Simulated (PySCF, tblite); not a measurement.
**C₆H₁₂BNO: geometry, infrared bands and NMR shifts**

Aim: predict the infrared bands and NMR shifts of C₆H₁₂BNO (`CB1CCN(C(C)=O)C1`).

Programs: tblite 0.8.0 and PySCF 2.14.0, with density-fitted response routines of our own. Each step states its level of theory. These are calculated values for one molecule in the gas phase, unless marked as measured. Atoms count from 0, in the outputs and in this text.

## Step 1: The starting structure

21 atoms, charge 0, multiplicity 1; geometry from: force field or distance geometry start.

Bonds of the start (Å): C0–B1 1.57, B1–C2 1.59, C2–C3 1.48, C3–N4 1.44, N4–C5 1.42, C5–C6 1.51, C5–O7 1.27, N4–C8 1.44, C8–B1 1.61, C0–H9 1.11, C0–H10 1.10, C0–H11 1.10, C2–H12 1.14, C2–H13 1.12, C3–H14 1.13, C3–H15 1.11, C6–H16 1.13, C6–H17 1.11, C6–H18 1.08, C8–H19 1.10, C8–H20 1.11.

## Step 2: Relaxing the molecule with GFN2-xTB

Job settings and geometry (Å):

```
{"job": {"kind": "relax", "xc": "GFN2-xTB", "basis": "xTB"}, "charge": 0, "multiplicity": 1}
C     -2.784200     1.260100     0.017300
B     -1.540700     0.324400     0.248300
C     -1.438300    -1.247600     0.068200
C     -0.096100    -1.538500     0.615100
N      0.749500    -0.418600     0.282600
C      2.135600    -0.549400    -0.000100
C      2.982400     0.645300    -0.358000
O      2.684600    -1.696700     0.067500
C     -0.002100     0.804400     0.251100
H     -3.698400     0.687100     0.297500
H     -2.630100     2.147900     0.652300
H     -2.777100     1.514600    -1.053000
H     -2.269600    -1.754700     0.661000
H     -1.557000    -1.543200    -1.004400
H     -0.137200    -1.556600     1.739700
H      0.312700    -2.495000     0.228600
H      3.288200     1.084400     0.635800
H      3.918400     0.208400    -0.772700
H      2.465300     1.343800    -1.006400
H      0.199300     1.450000    -0.616800
H      0.186100     1.347000     1.200500
```

The run is started by

```
$ OMP_NUM_THREADS=1 python probes_run.py task.json out
```

The driver reads the jobs from task.json and runs them one after another.

**Question.** This job is followed by: GFN2-xTB harmonic vibrations, gas phase; GIAO PBE0/pcSseg-1 NMR shielding, non-relativistic, gas phase. What will the session give for the following? strongest single infrared mode (GFN2-xTB); zero-point energy (GFN2-xTB); ¹³C shifts against TMS (PBE0/pcSseg-1); ¹H shifts against TMS (PBE0/pcSseg-1, means over atoms taken as alike); ¹¹B shifts against BF3·OEt2 (PBE0/pcSseg-1); ¹⁵N shifts against NH3 (PBE0/pcSseg-1); ¹⁷O shifts against H2O (PBE0/pcSseg-1); surface potential, 1st and 99th percentile.

**Answer**, as computed:

| quantity | value |
| --- | --- |
| strongest single infrared mode (GFN2-xTB) | 1718 cm⁻¹, 627 km/mol |
| zero-point energy (GFN2-xTB) | 109.2 kcal/mol |
| ¹³C shifts against TMS (PBE0/pcSseg-1) | 170.1, 52.3, 49.4, 30.8, 25.1, 8.1 ppm |
| ¹H shifts against TMS (PBE0/pcSseg-1, means over atoms taken as alike) | 3.95, 3.39, 1.97, 1.65, 1.09 ppm |
| ¹¹B shifts against BF3·OEt2 (PBE0/pcSseg-1) | 94.8 ppm |
| ¹⁵N shifts against NH3 (PBE0/pcSseg-1) | 142.4 ppm |
| ¹⁷O shifts against H2O (PBE0/pcSseg-1) | 440.7 ppm |
| surface potential, 1st and 99th percentile | -2.28 V and 1.34 V |

The optimisation took 75 steps and gained 0.772 eV; among the close pairs (by a distance rule), N4–C5 changed most, from 1.421 to 1.347 Å. All 57 modes are real, so the xTB geometry is a minimum. The strongest single mode, at 1718 cm⁻¹, moves mainly C5 and O7. Unscaled tight-binding wavenumbers are off by several per cent, some by more. Its intensities can rank the bands wrongly. C5 (amide carbonyl carbon) lies farthest downfield among carbon, at 170.1 ppm; it is a carbonyl in resonance with an O or N lone pair, the region of acids, esters and amides. The most deshielded hydrogen is H14, H15 (mean) (hydrogen on an sp3 CH2 bonded to N), at 3.95 ppm: its carbon carries N, which withdraws density. At PBE0/pcSseg-1: Shielding is most anisotropic at O7 (span 717 ppm, paramagnetic term -505 ppm). At PBE0/pcSseg-1, counted by nearest atom on the grid, the HOMO lies on N4 41 %; O7 32 %, the LUMO on B1 56 %; H11, H13, H20 about 7 % each.
